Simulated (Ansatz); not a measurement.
# EuI3: the cost of one run

Computed with Ansatz 0.2.0 (DFT LDA without U, plane waves, PAW, no spin–orbit coupling unless a run says so, unless a step's input says otherwise).

### Step 1. The structure to begin with

It takes space group Pm-3m (No. 221, cubic). The conventional cell has a = 6.336 Å, b = 6.336 Å, c = 6.336 Å, α = 90.00°, β = 90.00°, γ = 90.00°. Around Eu (site symmetry m-3m) lie 6 I at 3.17 Å. I (site symmetry 4/mmm) is surrounded by 2 Eu at 3.17 Å.

Coordinates:

```
Eu I
1.0
     6.33568    0.00000    0.00000
     0.00000    6.33568    0.00000
     0.00000    0.00000    6.33568
Eu I
1 3
Direct
  0.00000 0.00000 0.00000
  0.50000 0.00000 0.00000
  0.00000 0.00000 0.50000
  0.00000 0.50000 0.00000
```

Magnetic order typed: ferromagnetic.

### Step 2. From atoms, symmetry kept, no search

input.yaml reads:

```yaml
crystal:
  lattice:
    - [6.33568333, 0.0, 0.0]
    - [0.0, 6.33568333, 0.0]
    - [0.0, 0.0, 6.33568333]
  atoms:
    - { symbol: Eu, position: [0.0, 0.0, 0.0], spin: 6.0 }
    - { symbol: I, position: [0.5, 0.0, 0.0] }
    - { symbol: I, position: [0.0, 0.0, 0.5] }
    - { symbol: I, position: [0.0, 0.5, 0.0] }
basis:
  ecutwfc: 420
  ecutrho_ratio: 4
kpoints:
  mp_grid: { grid: [3, 3, 3] }
hamiltonian:
  xc: lda
scf:
  occupations: { method: gaussian, width: 0.05 }
  lower_state_search: "off"
  max_iter: 150
output:
  forces: true
  stress: true
  eigenvalues: true
  populations: true
  hubbard: { sites: [{ site: 0, l: f }] }
magnetization:
  spin_polarized: true
```

Run with:

```console
> ansatz run input.yaml --threads 4 --pin off --max-ram 6144MiB --backend cpu --events-out ev --progress --plain --runs-dir out
```

What time and memory should one allow on 4 threads of Arm Neoverse V2, shared host?

About 3.5 s, with a peak of 0.55 GiB.
